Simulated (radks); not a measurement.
# Eu inside a hard spherical wall

An exercise on one series of results from a longer session: the logs are not shown, and one member is left open.

Program: radks (a radial shooting solver on a logarithmic mesh, Libxc functionals) version 1. Level of theory: scalar-relativistic Kohn-Sham, PBEsol, spin-unpolarised, spherical densities, finite nucleus. These are calculated values, not measurements, unless marked.

### The system

```
element            : europium (Z = 63)
charge             : 0
electrons          : 63
configuration      : [Xe] 4f7 6s2
nuclear rms radius : 5.1115 fm
```

The outer shells:

Eu
```
[Xe] core
4f [↑ ][↑ ][↑ ][↑ ][↑ ][↑ ][↑ ]
6s [↑↓]
```

The first run:

The run's settings:

```text
Z 63
configuration [Xe] 4f7 6s2 5d0 6p0 7s0
relativity scalar-relativistic
functional pbe_sol,pbe_sol
spin unpolarised
nucleus finite rms 5.1115 fm
c 137.035999084
```

Started as:

```sh
$ python run_ks.py task.json out
```

This one command runs every case of the session in turn.

Among the steps run: The free atom; Wall at 15 bohr; Wall at 12 bohr; Wall at 8 bohr; Wall at 6 bohr; Wall at 4 bohr; Wall at 3 bohr; Wall at 1.5 bohr.

One of the session's tables, all rows but one given; the rest of the session is left out.

| R (bohr) | E − E(free) (eV) | ε(4f) (eV) | ε(5d, empty) (eV) | ε(6p, empty) (eV) | ε(7s, empty) (eV) |
| --- | --- | --- | --- | --- | --- |
| free | 0.000 | -2.759 | -1.576 | -1.180 | - |
| 15 | 0.001 | -2.756 | -1.573 | -1.163 | 0.434 |
| 12 | ? | ? | ? | ? | ? |
| 8 | 0.531 | -2.045 | -0.898 | 0.160 | 6.574 |
| 6 | 3.342 | -0.369 | 0.822 | 3.786 | 17.930 |
| 4 | 26.358 | 5.827 | 8.031 | 22.192 | 64.468 |
| 3 | 103.25 | 18.423 | 23.579 | 62.976 | 152.38 |
| 1.5 | 2075.9 | 143.67 | 247.77 | 572.02 | 1075.5 |

Q: Estimate the row for R (bohr) = 12 from the others.

Worked estimate for «E − E(free) (eV)». A straight line through the neighbours (15, 0.001) and (8, 0.531) gives 0.001 + (0.531 − 0.001) × (12 − 15) / (8 − 15) = 0.228; a parabola fitted to 3 rows on both sides gives -1.545, of a sign that no row has.

**Answer.** E − E(free) (eV): 0.012; ε(4f) (eV): -2.721; ε(5d, empty) (eV): -1.538; ε(6p, empty) (eV): -1.070; ε(7s, empty) (eV): 1.280. In «E − E(free) (eV)» the line misses by +0.216 and the parabola by -1.557. Between these rows the values bend or scatter more than so simple an estimate can follow.

From R = 4 bohr inwards the highest occupied level lies above zero, pushed up by confinement. Shells are not refilled when levels cross, and a hard wall is a model, not a crystal.
